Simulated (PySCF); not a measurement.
**Cu⁻: electron affinity in aug-cc-pwCVTZ-DK**

Aim: the electron affinity of copper from differences of total energies, at each level of theory, and how far each lands from the tabulated value where there is one.

Program: PySCF 2.14.0. Level of theory: unrestricted determinants in a Gaussian basis, no spin-orbit coupling in the energies. These are calculated values, not measurements, unless marked.

## (1) What is computed

* Element: copper (Z = 29)
* Basis: aug-cc-pwCVTZ-DK (10s9p7d4f3g, 127 functions)
* Hamiltonian: scalar relativity by spin-free X2C-1e
* State 1: Cu⁻: [Ar] 3d10 4s2, closed-shell 1S
* Needed too, but not shown: Cu [Ar] 3d10 4s1 (2S)
* Methods: UHF, LDA, PBE, PBE0, r2SCAN, PW91, BHandHLYP, BP86, MP2
* Core shells frozen in the correlated runs: valence: [Ar]; valence and next inner shell: [Ne]; all electrons: nothing (for Cu⁻)

The outer shells:

Cu- [Ar] 3d10 4s2
```
[Ar] core
3d [↑↓][↑↓][↑↓][↑↓][↑↓]
4s [↑↓]
```

The runs were made by one driver on top of PySCF. The scripts below sum up each run's settings (the driver also hands on starting orbitals that pick excited configurations, and frozen orbitals as a list rather than a count), and the logs come from the driver's own runs. The driver starts from symmetry-adapted Hartree-Fock orbitals, holds the occupation by maximum overlap and uses a logarithmic radial grid for functionals, so a plain start would take other cycles.

The integrals over 127 functions and the set-up took 13 s of CPU time.

## (2) Cu⁻, method by method

**UHF**

File input.py:

```python
from pyscf import gto, scf, dft, mp, cc
import basis_set_exchange as bse
mol = gto.M(atom="Cu 0 0 0", charge=-1, spin=0, symmetry="D2h",
            basis=gto.basis.parse(bse.get_basis("aug-cc-pwCVTZ-DK", elements=["Cu"], fmt="nwchem")),
            nucmod="G")
mf = scf.UHF(mol).sfx2c1e()
mf.irrep_nelec = {'Ag': (6, 6), 'B1g': (1, 1), 'B2g': (1, 1), 'B3g': (1, 1), 'B1u': (2, 2), 'B2u': (2, 2), 'B3u': (2, 2)}
mf.kernel()
```

**LDA**

input.py differs from the last one in:

```diff
@@ -5,3 +5,3 @@
             nucmod="G")
-mf = scf.UHF(mol).sfx2c1e()
+mf = dft.UKS(mol, xc="LDA,VWN").sfx2c1e()
 mf.irrep_nelec = {'Ag': (6, 6), 'B1g': (1, 1), 'B2g': (1, 1), 'B3g': (1, 1), 'B1u': (2, 2), 'B2u': (2, 2), 'B3u': (2, 2)}
```

**PBE**

input.py differs from the last one in:

```diff
@@ -5,3 +5,3 @@
             nucmod="G")
-mf = dft.UKS(mol, xc="LDA,VWN").sfx2c1e()
+mf = dft.UKS(mol, xc="PBE").sfx2c1e()
 mf.irrep_nelec = {'Ag': (6, 6), 'B1g': (1, 1), 'B2g': (1, 1), 'B3g': (1, 1), 'B1u': (2, 2), 'B2u': (2, 2), 'B3u': (2, 2)}
```

**PBE0**

input.py differs from the last one in:

```diff
@@ -5,3 +5,3 @@
             nucmod="G")
-mf = dft.UKS(mol, xc="PBE").sfx2c1e()
+mf = dft.UKS(mol, xc="PBE0").sfx2c1e()
 mf.irrep_nelec = {'Ag': (6, 6), 'B1g': (1, 1), 'B2g': (1, 1), 'B3g': (1, 1), 'B1u': (2, 2), 'B2u': (2, 2), 'B3u': (2, 2)}
```

**r2SCAN**

input.py differs from the last one in:

```diff
@@ -5,3 +5,3 @@
             nucmod="G")
-mf = dft.UKS(mol, xc="PBE0").sfx2c1e()
+mf = dft.UKS(mol, xc="R2SCAN").sfx2c1e()
 mf.irrep_nelec = {'Ag': (6, 6), 'B1g': (1, 1), 'B2g': (1, 1), 'B3g': (1, 1), 'B1u': (2, 2), 'B2u': (2, 2), 'B3u': (2, 2)}
```

**PW91**

input.py differs from the last one in:

```diff
@@ -5,3 +5,3 @@
             nucmod="G")
-mf = dft.UKS(mol, xc="R2SCAN").sfx2c1e()
+mf = dft.UKS(mol, xc="PW91,PW91").sfx2c1e()
 mf.irrep_nelec = {'Ag': (6, 6), 'B1g': (1, 1), 'B2g': (1, 1), 'B3g': (1, 1), 'B1u': (2, 2), 'B2u': (2, 2), 'B3u': (2, 2)}
```

**BHandHLYP**

input.py differs from the last one in:

```diff
@@ -5,3 +5,3 @@
             nucmod="G")
-mf = dft.UKS(mol, xc="PW91,PW91").sfx2c1e()
+mf = dft.UKS(mol, xc="BHANDHLYP").sfx2c1e()
 mf.irrep_nelec = {'Ag': (6, 6), 'B1g': (1, 1), 'B2g': (1, 1), 'B3g': (1, 1), 'B1u': (2, 2), 'B2u': (2, 2), 'B3u': (2, 2)}
```

**BP86**

input.py differs from the last one in:

```diff
@@ -5,3 +5,3 @@
             nucmod="G")
-mf = dft.UKS(mol, xc="BHANDHLYP").sfx2c1e()
+mf = dft.UKS(mol, xc="B88,P86").sfx2c1e()
 mf.irrep_nelec = {'Ag': (6, 6), 'B1g': (1, 1), 'B2g': (1, 1), 'B3g': (1, 1), 'B1u': (2, 2), 'B2u': (2, 2), 'B3u': (2, 2)}
```

**MP2 (valence)**

input.py differs from the last one in:

```diff
@@ -5,4 +5,5 @@
             nucmod="G")
-mf = dft.UKS(mol, xc="B88,P86").sfx2c1e()
+mf = scf.UHF(mol).sfx2c1e()
 mf.irrep_nelec = {'Ag': (6, 6), 'B1g': (1, 1), 'B2g': (1, 1), 'B3g': (1, 1), 'B1u': (2, 2), 'B2u': (2, 2), 'B3u': (2, 2)}
 mf.kernel()
+mp.UMP2(mf, frozen=9).kernel()
```

## (3) Cu⁻, continued

**MP2 (valence and next inner shell)**

Changes to input.py since step 2:

```diff
@@ -8,2 +8,2 @@
 mf.kernel()
-mp.UMP2(mf, frozen=9).kernel()
+mp.UMP2(mf, frozen=5).kernel()
```

**MP2 (all electrons)**

input.py differs from the last one in:

```diff
@@ -8,2 +8,2 @@
 mf.kernel()
-mp.UMP2(mf, frozen=5).kernel()
+mp.UMP2(mf, frozen=0).kernel()
```

**Question.** What will these runs give?

The runs gave:

| quantity | value |
| --- | --- |
| electron affinity, Cu | UHF 0.010, MP2 (all electrons) 0.898 eV; reference 1.235 |

Each level's miss (mean over 1 difference):

| method | mean absolute miss against the measured value (with the measured fine structure taken into account where it is known) (eV) |
| --- | --- |
| UHF | 1.225 |
| LDA | 0.354 |
| PBE | 0.144 |
| PBE0 | 0.153 |
| r2SCAN | 0.002 |
| PW91 | 0.173 |
| BHandHLYP | 0.305 |
| BP86 | 0.297 |
| MP2 (valence) | 0.362 |
| SCS-MP2 (valence) | 0.322 |
| MP2 (valence and next inner shell) | 0.337 |
| SCS-MP2 (valence and next inner shell) | 0.305 |
| MP2 (all electrons) | 0.337 |
| SCS-MP2 (all electrons) | 0.305 |

What this shows: r2SCAN lands nearest to the measured value (off by 0.00 eV); UHF misses by most (1.23 eV). Hartree-Fock falls short because the species with more electrons holds more correlation energy, which it lacks. PBE is off by +0.14 eV. The basis is finite, and no extrapolation was made.
